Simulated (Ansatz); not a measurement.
# GaSb3 in Ansatz: the effect of functional

The system is GaSb3.

```
Sb Ga
1.0
     0.00000    3.68018    3.68018
     3.68018    0.00000    3.68018
     3.68018    3.68018    0.00000
Sb Ga
3 1
Direct
  0.50000 0.50000 0.50000
  0.75000 0.75000 0.75000
  0.25000 0.25000 0.25000
  0.00000 0.00000 0.00000
```

The cell comes from a database or a generator and needn't be the stable form of this composition.

The cell isn't the ideal one: volume scaled by 0.96.

Alike in all runs:

| Item | Value |
| --- | --- |
| Program | Ansatz 0.2.0 |
| Task | single point |
| Potentials or basis | Ansatz PAW |
| k mesh | 6 × 6 × 6 |
| Occupations | fermi-dirac, width 0.05 eV |
| Spin | no spin polarisation |

| functional | cutoff | pressure (GPa) |
| --- | --- | --- |
| LDA | 420 eV (not typed: the program's choice for these potentials) | -2.7 |
| r2SCAN | 500 eV (not typed: the program's choice for these potentials) | 0.6 |
| PBE | 420 eV (not typed: the program's choice for these potentials) | ? |

Task: What does the run with functional PBE give?

Result: Pressure 1.5 GPa.

Caveats: the PAW data sets come from PBE, with cores solved anew for the run's functional, which leaves a small shift of forces and pressure (some runs).
